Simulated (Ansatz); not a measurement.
**H₇NOSi (built from SMILES N.O[SiH3]): search for a transition state**

Aim: find the saddle point of a four-centre ligand exchange that is to form Si1–N7, H2–H6 and break Si1–H2, H6–N7, prove it by its vibrations, and relax downhill on both sides to see what it joins.

Computed with Ansatz 0.2.0, Gaussian basis. Level: PBE0-D4, def2-SVP first, then def2-TZVP.

31 further runs of the same task are left out: 31 set aside as unsound or not needed.

## 1. Where the work starts

The guess: 10 atoms, charge 0, spin multiplicity 1.

Atoms are counted from 1 here; the program's logs count them from 0.

Bond lengths: Si1–H3 1.469 Å, Si1–H4 1.454 Å, Si1–O5 1.621 Å, O5–H8 0.954 Å, N7–H9 1.012 Å, N7–H10 1.012 Å. Angles: H3–Si1–H4 105.2°, H3–Si1–O5 96.5°, H4–Si1–O5 121.3°, Si1–O5–H8 120.7°, H9–N7–H10 107.5°.

Coordinates:

```
Si   -0.5353    0.5147    0.3999
H     0.3067   -1.0632    0.9737
H    -1.1375    1.4953   -0.5135
H    -1.5994    0.1450    1.3191
O     0.7047    1.4440    0.8753
H     0.4839   -1.3331    0.0451
N     0.1628   -0.7707   -1.1357
H     1.3440    1.1179    1.5034
H    -0.5674   -1.1883   -1.6975
H     0.8374   -0.3616   -1.7698
```

Distances that are to change: Si1–N7 2.12 Å, H2–H6 0.98 Å, Si1–H2 1.88 Å, H6–N7 1.35 Å.

## 2. Relaxing the guess with the reacting distances held

hold/in.yaml

```yaml
crystal:
  periodic: [false, false, false]
  atoms:
    - {symbol: Si, position_ang: [-0.535300, 0.514700, 0.399900]}
    - {symbol: H, position_ang: [0.306700, -1.063200, 0.973700]}
    - {symbol: H, position_ang: [-1.137500, 1.495300, -0.513500]}
    - {symbol: H, position_ang: [-1.599400, 0.145000, 1.319100]}
    - {symbol: O, position_ang: [0.704700, 1.444000, 0.875300]}
    - {symbol: H, position_ang: [0.483900, -1.333100, 0.045100]}
    - {symbol: N, position_ang: [0.162800, -0.770700, -1.135700]}
    - {symbol: H, position_ang: [1.344000, 1.117900, 1.503400]}
    - {symbol: H, position_ang: [-0.567400, -1.188300, -1.697500]}
    - {symbol: H, position_ang: [0.837400, -0.361600, -1.769800]}
basis:
  gaussian: {orbitals: def2-SVP}
hamiltonian: {xc: pbe0, dispersion: d4}
relax: {f_tol: 0.08, max_steps: 120, escape_saddle: false, constraints: [{distance: [0, 6]}, {distance: [1, 5]}, {distance: [0, 1]}, {distance: [5, 6]}]}
```

No record of the launch command was kept for these runs.

Further steps of the session: Saddle search in the small basis; Saddle search in triple zeta; Checking the order of the point; Relaxing after a step of 0.30 Å one way along the mode; Relaxing after a step of 0.30 Å the other way along the mode.

Q: Predict the outcome of this session. Wanted: imaginary mode; barrier from the start side; barrier from the end side; energy of the step; pairs that change; zero-point energy at the saddle.

**Answer**, as computed:

| quantity | value |
| --- | --- |
| imaginary mode | 1293i cm⁻¹ |
| barrier from the start side | 154.4 kJ/mol |
| barrier from the end side | 183.4 kJ/mol |
| energy of the step | -29.0 kJ/mol |
| pairs that change | Si1–N7 formed, H2–H6 formed, Si1–H2 broken, H6–N7 broken |
| zero-point energy at the saddle | 1.971 eV |

In words: One imaginary mode, 1293i cm⁻¹, makes this a first-order saddle. It joins the planned start and end. At PBE0-D4/def2-TZVP the electronic barrier is 154.4 kJ/mol, about 62 kT at 298 K, and the step runs 29.0 kJ/mol downhill. The barrier is thin enough for tunnelling; the leading (Wigner) term alone is a factor of 2.6 at 298 K. A step off the saddle overshot and began above it in energy, so the link to its end is likely but not proven. Lower complexes than these ends may exist.
